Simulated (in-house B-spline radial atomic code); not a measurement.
# Hg⁹⁺: binding energies from hole states

Wanted: ΔSCF binding energies of Hg⁹⁺.

The numbers are computed with in-house B-spline radial atomic code version 1 (Dirac-Hartree-Fock, average of configuration, Fermi nucleus, basis-set limit), except any that are marked as measured or tabulated.

## Step 1: The atom as given

| Item | Value |
| --- | --- |
| element | mercury (Z = 80) |
| charge | +9 |
| electrons | 71 |
| configuration | [Xe] 4f14 5d3 |
| Hamiltonian | Dirac-Coulomb |
| nucleus | Fermi, rms radius 5.465 fm |

The outer shells:

[Xe] 4f14 5d3
```
[Xe] core
4f [↑↓][↑↓][↑↓][↑↓][↑↓][↑↓][↑↓]
5d [↑ ][↑ ][↑ ][  ][  ]
```

The boxes draw the filling by Hund's rule, which heavy ions in jj coupling don't follow; these runs average over all states of the configuration.

Settings, as recorded:

```ini
Z = 80
electrons = 71.0
configuration = [Xe] 4f14 5d3
hamiltonian = dirac
method = hf
spin_polarised = False
nucleus = fermi
rms_radius = 5.4648
mass_number = 202
atomic_mass = 201.970643604
speed_of_light = 137.035999084
```

This reference run was done before. Its total energy is -19627.068907 hartree, and its levels are (the highest eight at most):

| orbital | occupation | energy (eV) | <r> (bohr) |
| --- | --- | --- | --- |
| 4d5/2 | 6 | -533.09 | 0.4521 |
| 5s1/2 | 2 | -282.55 | 0.8853 |
| 4f5/2 | 6 | -272.40 | 0.4718 |
| 4f7/2 | 8 | -268.02 | 0.4780 |
| 5p1/2 | 2 | -236.68 | 0.9359 |
| 5p3/2 | 4 | -215.47 | 1.006 |
| 5d3/2 | 1.2 | -153.29 | 1.163 |
| 5d5/2 | 1.8 | -150.41 | 1.188 |

## Step 2: The 1s hole

Settings, as recorded:

```ini
Z = 80
electrons = 70.0
configuration = 1s1 2s2 2p6 3s2 3p6 3d10 4s2 4p6 4d10 4f14 5s2 5p6 5d3
hamiltonian = dirac
method = hf
spin_polarised = False
nucleus = fermi
rms_radius = 5.4648
mass_number = 202
atomic_mass = 201.970643604
speed_of_light = 137.035999084
```

## Step 3: The 2s hole

Settings: those of step 2 with these lines changed.

```diff
@@ -2,3 +2,3 @@
 electrons = 70.0
-configuration = 1s1 2s2 2p6 3s2 3p6 3d10 4s2 4p6 4d10 4f14 5s2 5p6 5d3
+configuration = 1s2 2s1 2p6 3s2 3p6 3d10 4s2 4p6 4d10 4f14 5s2 5p6 5d3
 hamiltonian = dirac
```

## Step 4: The 2p1/2 hole

In configurations, a minus sign after the shell means j = l − 1/2 and a plus sign j = l + 1/2; the count of electrons follows.

Settings: those of step 3 with these lines changed.

```diff
@@ -2,3 +2,3 @@
 electrons = 70.0
-configuration = 1s2 2s1 2p6 3s2 3p6 3d10 4s2 4p6 4d10 4f14 5s2 5p6 5d3
+configuration = 1s2 2s2 2p-1 2p+4 3s2 3p6 3d10 4s2 4p6 4d10 4f14 5s2 5p6 5d3
 hamiltonian = dirac
```

## Step 5: The 2p3/2 hole

Settings: those of step 4 with these lines changed.

```diff
@@ -2,3 +2,3 @@
 electrons = 70.0
-configuration = 1s2 2s2 2p-1 2p+4 3s2 3p6 3d10 4s2 4p6 4d10 4f14 5s2 5p6 5d3
+configuration = 1s2 2s2 2p-2 2p+3 3s2 3p6 3d10 4s2 4p6 4d10 4f14 5s2 5p6 5d3
 hamiltonian = dirac
```

## Step 6: The 3s hole

Settings: those of step 5 with these lines changed.

```diff
@@ -2,3 +2,3 @@
 electrons = 70.0
-configuration = 1s2 2s2 2p-2 2p+3 3s2 3p6 3d10 4s2 4p6 4d10 4f14 5s2 5p6 5d3
+configuration = 1s2 2s2 2p6 3s1 3p6 3d10 4s2 4p6 4d10 4f14 5s2 5p6 5d3
 hamiltonian = dirac
```

## Step 7: The 3p1/2 hole

Settings: those of step 6 with these lines changed.

```diff
@@ -2,3 +2,3 @@
 electrons = 70.0
-configuration = 1s2 2s2 2p6 3s1 3p6 3d10 4s2 4p6 4d10 4f14 5s2 5p6 5d3
+configuration = 1s2 2s2 2p6 3s2 3p-1 3p+4 3d10 4s2 4p6 4d10 4f14 5s2 5p6 5d3
 hamiltonian = dirac
```

## Step 8: The 3p3/2 hole

Settings: those of step 7 with these lines changed.

```diff
@@ -2,3 +2,3 @@
 electrons = 70.0
-configuration = 1s2 2s2 2p6 3s2 3p-1 3p+4 3d10 4s2 4p6 4d10 4f14 5s2 5p6 5d3
+configuration = 1s2 2s2 2p6 3s2 3p-2 3p+3 3d10 4s2 4p6 4d10 4f14 5s2 5p6 5d3
 hamiltonian = dirac
```

Q: What does each hole state cost in eV, and how does that compare with the orbital energies or single holes?

**Answer**, as computed:

| hole | ΔSCF (eV) | with Breit, QED, recoil (eV) | −ε of the parent (eV) | −ε less ΔSCF (eV) |
| --- | --- | --- | --- | --- |
| 1s | 83719.4 | 83265.0 | 83807.9 | 88.52 |
| 2s | 15075.9 | 15017.6 | 15127.2 | 51.24 |
| 2p1/2 | 14434.4 | 14377.1 | 14490.5 | 56.12 |
| 2p3/2 | 12487.3 | 12451.5 | 12539.5 | 52.23 |
| 3s | 3747.83 | 3735.86 | 3774.82 | 26.99 |
| 3p1/2 | 3461.74 | 3450.55 | 3489.93 | 28.19 |
| 3p3/2 | 3025.78 | 3019.21 | 3051.87 | 26.08 |

**Reading.** Koopmans' values overshoot, as they freeze the orbitals; relaxation lowers the cost by 88.5 eV for 1s and 26.08 eV for 3p3/2. The difference of the 1s and 2p3/2 holes gives a Kα1 line at 70813.6 eV for this charge state (with Breit, QED and recoil). The spin-orbit splitting of the 2p hole is 1925.61 eV with those corrections. Values are for the free ion, measured from the vacuum level.
